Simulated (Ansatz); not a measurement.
# SnH2F (SMILES [F][SnH2]): UBCCD(T)/STO-3G

Aim: the vertical ionisation energy of SnH2F at UBCCD(T)/STO-3G, from 2 runs. 

The results are computed with Ansatz 0.2.0.

59 further runs of the same task are left out: 7 that didn't finish, 52 set aside as unsound or not needed.

## 1. Starting point

The species is SnH2F (4 atoms), meant as a doublet with charge 0. SMILES: `[F][SnH2]`. Geometry: relaxed at PBE0-D4/def2-TZVP.

Bond lengths: F1–Sn2 1.932 Å, Sn2–H3 1.726 Å, Sn2–H4 1.726 Å. Angles: F1–Sn2–H3 103.3°, F1–Sn2–H4 103.3°, H3–Sn2–H4 113.3°.

## 2. A single-point energy at UBCCD(T)/STO-3G

File job.yaml:

```yaml
crystal:
  periodic: [false, false, false]
  atoms:
    - {symbol: F, position_ang: [-1.552600, -0.190000, 0.640700]}
    - {symbol: Sn, position_ang: [0.028300, -0.242200, -0.468300]}
    - {symbol: H, position_ang: [1.184100, -1.054400, 0.524100]}
    - {symbol: H, position_ang: [0.395700, 1.426200, -0.716700]}
basis:
  gaussian:
    orbitals: STO-3G
magnetization:
  spin_polarized: true
  initial_magnetization: 1
correlation:
  method: bccd_t
  frozen_orbitals: {F: 1, H: 0, Sn: 18}
accuracy: high
scf:
  omitted_lower_state_checks: [cluster_reference, increment]
```

Command:

```
$ ansatz run job.yaml --threads 1 --pin off --max-ram 2610MiB --events-out events.jsonl --progress --plain --runs-dir runs
```

Output (excerpt; [...] marks lines left out):

```text
Warning: RAYON_NUM_THREADS=1 ignored (pool sized by the plan → 1); use --threads N
Functional definition: HF
  name "HF"
[...]
612 factors; integrals over basis functions are off by at most 4.8e-9 eV
[...]
mean field -164967.68679183 eV, -6062.4506704855 hartree, gradient 1.3e-8 eV, S^2 0.753011; 0 other end points of the search recorded, 0 dependent functions left out
19 core orbitals not correlated: weight in the atoms' cores, before any rotation towards them, 1.000 or more for the frozen orbitals, at most 0.000 for the correlated occupied ones
reference -164967.68679183 eV, -6062.4506704855 hartree; 12, 11 occupied and 3, 4 virtual orbitals, 612 factors
second order -1.26438467 eV of doubles, -0.00000000 eV of singles
cycle   1  -1.56592404 eV  change   -3.0e-1 eV  update   7.6e-2
[...]
cycle  26  -1.79518470 eV  change   -1.3e-9 eV  update   2.3e-9
perturbative correction -0.09517203 eV, -0.0034975075 hartree
Total energy: -164969.57714856 eV, -6062.5201398138 hartree
Checks for a lower state left out: cluster_reference, increment
```

Wall time 0.88 s (1 thread of Arm Neoverse V2, shared host); peak memory 0.1 GiB.

## 3. The singlet cation at the same level

File input.yaml:

```yaml
basis:
  gaussian:
    orbitals: STO-3G
crystal:
  periodic: [false, false, false]
  atoms:
    - {symbol: F, position_ang: [-1.552600, -0.190000, 0.640700]}
    - {symbol: Sn, position_ang: [0.028300, -0.242200, -0.468300]}
    - {symbol: H, position_ang: [1.184100, -1.054400, 0.524100]}
    - {symbol: H, position_ang: [0.395700, 1.426200, -0.716700]}
total_charge: 1
correlation:
  method: bccd_t
  frozen_orbitals: {F: 1, H: 0, Sn: 18}
accuracy: high
scf:
  omitted_lower_state_checks: [cluster_reference, increment]
```

Command:

```
$ ansatz run input.yaml --threads 1 --pin off --max-ram 2610MiB --events-out events.jsonl --progress --plain --runs-dir runs
```

Output (excerpt; [...] marks lines left out):

```text
Warning: RAYON_NUM_THREADS=1 ignored (pool sized by the plan → 1); use --threads N
[... 2 set-up lines as earlier in the session ...]
[...]
612 factors; integrals over basis functions are off by at most 4.8e-9 eV
[...]
mean field -164962.06037962 eV, -6062.2439036506 hartree, gradient 2.4e-8 eV, S^2 0.000000; 0 other end points of the search recorded, 0 dependent functions left out; unrestricted orbitals would lower it
19 core orbitals not correlated: weight in the atoms' cores, before any rotation towards them, 1.000 or more for the frozen orbitals, at most 0.000 for the correlated occupied ones
reference -164962.06037962 eV, -6062.2439036506 hartree; 11, 11 occupied and 4, 4 virtual orbitals, 612 factors
second order -1.86665239 eV of doubles, -0.00000000 eV of singles
cycle   1  -2.04576203 eV  change   -1.8e-1 eV  update   1.5e-1
[...]
cycle  29  -2.48787818 eV  change   5.5e-10 eV  update  4.9e-10
perturbative correction -0.33588845 eV, -0.0123436727 hartree
Total energy: -164964.88414625 eV, -6062.3476751602 hartree
Checks for a lower state left out: cluster_reference, increment
```

It took 0.58 s on 1 thread of Arm Neoverse V2, shared host.

## 4. Summary of results

At UBCCD(T)/STO-3G, 19 core orbitals frozen:

| quantity | value |
| --- | --- |
| doublet SnH2F: total energy | -6062.52014 Eh |
| doublet SnH2F: correlation energy (19 core orbitals frozen) | -69.5 mEh |
| doublet SnH2F: (T) correction | -3.50 mEh |
| doublet SnH2F: ⟨S²⟩ of the reference determinant | 0.753 |
| singlet cation: total energy | -6062.34768 Eh |
| singlet cation: correlation energy (19 core orbitals frozen) | -103.8 mEh |
| singlet cation: (T) correction | -12.34 mEh |
| vertical ionisation energy (to the singlet cation) | 4.693 eV |

What this shows: The vertical ionisation energy comes to 4.69 eV (453 kJ/mol). Only the singlet of the ionised species was computed; a triplet could lie lower. In a minimal basis such a difference can be off by several eV, whatever the method. The triples (doublet SnH2F) make up 5.0 % of the correlation energy. Relativity is left out (doublet SnH2F) although the molecule holds a heavy atom. The restricted solution (singlet cation) is unstable to spin breaking: an unrestricted one lies lower.
